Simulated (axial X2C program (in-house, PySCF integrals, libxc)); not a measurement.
**Linear BrCoBr⁻ at several levels**

Aim: the two bond lengths and stretching wavenumbers of linear BrCoBr⁻, with and without spin–orbit coupling, at PBE0, BHandHLYP.

Method: all-electron X2C, two-component (2c) or spin-free, Br dyall-av3z, Co dyall-v3z; program: an in-house X2C program for linear molecules on PySCF integrals.

All values are calculated.

2 further runs of the same task are left out: 2 set aside as unsound or not needed.

**1. Input**

task.json reads:

```json
{"zs": [35, 27, 35], "q": -1, "bas": ["dyall-av3z", "dyall-v3z", "dyall-av3z"], "r0": [2.25, 2.25], "symm": 1, "scan": ["PBE0", "HF", "BHandHLYP"], "levels": ["PBE0", "HF", "BHandHLYP"], "nst": 2}
```

Keys: zs atomic numbers; q charge; bas basis sets; r0 starting distance in Å; symm equal bonds; scan levels of the two-bond scan; levels methods; nst determinants followed.

Run with:

```sh
$ python solin.py task.json out
```

Masses Br 78.918, Co 58.933, Br 78.918 u.

**2. Scan at PBE0, 2c**

State: Ω = 1 (beyond evenly filled blocks: ω = -1/2, ω = 3/2). Energies above the lowest point, from the job's result record:

| r(Br–Co) (Å) | r(Co–Br) (Å) | E (meV) |
| --- | --- | --- |
| 2.2347 | 2.2347 | 34.43 |
| 2.2347 | 2.2920 | 16.35 |
| 2.2347 | 2.3493 | 27.14 |
| 2.2920 | 2.2347 | 16.35 |
| 2.2920 | 2.2920 | 0.00 |
| 2.2920 | 2.3493 | 12.35 |
| 2.2920 | 2.4066 | 46.73 |
| 2.3493 | 2.2347 | 27.14 |
| 2.3493 | 2.2920 | 12.35 |
| 2.3493 | 2.3493 | 26.11 |
| 2.4066 | 2.2920 | 46.73 |
| 2.4066 | 2.4066 | 98.66 |

A quadratic surface with cubic terms in each bond gives the minimum at 2.294 and 2.294 Å, force constants 1.39, 1.39 and coupling 0.07 mdyn/Å.

**3. Scan at BHandHLYP, 2c**

State: Ω = 1 (beyond evenly filled blocks: ω = -1/2, ω = 3/2). Energies above the lowest point, from the job's result record:

```
r(Br–Co) (Å)  r(Co–Br) (Å)  E (meV)
      2.2347        2.2347    96.65
      2.2347        2.2920    55.34
      2.2347        2.3493    45.60
      2.2920        2.2347    55.34
      2.2920        2.2920    15.56
      2.2920        2.3493     7.17
      2.2920        2.4066    23.15
      2.3493        2.2347    45.60
      2.3493        2.2920     7.17
      2.3493        2.3493     0.00
      2.4066        2.2920    23.15
      2.4066        2.4066    35.15
```

A quadratic surface with cubic terms in each bond gives the minimum at 2.336 and 2.336 Å, force constants 1.27, 1.27 and coupling 0.06 mdyn/Å.

**4. Scan at PBE0, spin-free**

State: M_S = 1, Λ = 0 (beyond evenly filled blocks: π+α, π-α). Energies above the lowest point, from the job's result record:

| r(Br–Co) (Å) | r(Co–Br) (Å) | E (meV) |
| --- | --- | --- |
| 2.2347 | 2.2347 | 33.50 |
| 2.2347 | 2.2920 | 15.89 |
| 2.2347 | 2.3493 | 27.13 |
| 2.2920 | 2.2347 | 15.89 |
| 2.2920 | 2.2920 | 0.00 |
| 2.2920 | 2.3493 | 12.81 |
| 2.2920 | 2.4066 | 47.65 |
| 2.3493 | 2.2347 | 27.13 |
| 2.3493 | 2.2920 | 12.81 |
| 2.3493 | 2.3493 | 27.05 |
| 2.4066 | 2.2920 | 47.65 |
| 2.4066 | 2.4066 | 100.52 |

A quadratic surface with cubic terms in each bond gives the minimum at 2.293 and 2.293 Å, force constants 1.39, 1.39 and coupling 0.07 mdyn/Å.

**5. The levels side by side**

| level | r(Br–Co) (Å) | r(Co–Br) (Å) | lower stretch (cm⁻¹) | upper stretch (cm⁻¹) |
| --- | --- | --- | --- | --- |
| PBE0, 2c | 2.294 | 2.294 | 176.9 | 322.7 |
| BHandHLYP, 2c | 2.336 | 2.336 | 168.9 | 308.9 |
| PBE0, spin-free | 2.293 | 2.293 | 177.2 | 323.2 |
| BHandHLYP, spin-free | 2.335 | 2.335 | 169.2 | 309.6 |

Scans not shown above were run alike.

In words: Over the levels the Br–Co bond spans 2.293 to 2.336 Å and the Co–Br bond 2.293 to 2.336 Å. At PBE0 spin–orbit coupling leaves both bonds unchanged to 0.001 Å. Each state is one determinant, the lowest of a limited PBE0 search; the stretches come from a fit to few points and are good to some per cent at best. The stretches are sorted by size, and where the two bonds are alike the symmetric and antisymmetric modes can swap order between levels. For an anion the highest level of a functional can be positive, and the basis then holds the extra electron. The molecule was held linear; bending was not examined, so a bent shape may lie lower. Open-shell Ω = 0 determinants with evenly filled partner blocks cannot be reached by this program, so the Ω shown need not be the lowest component. Note: several unpaired electrons, one determinant need not be a pure state.
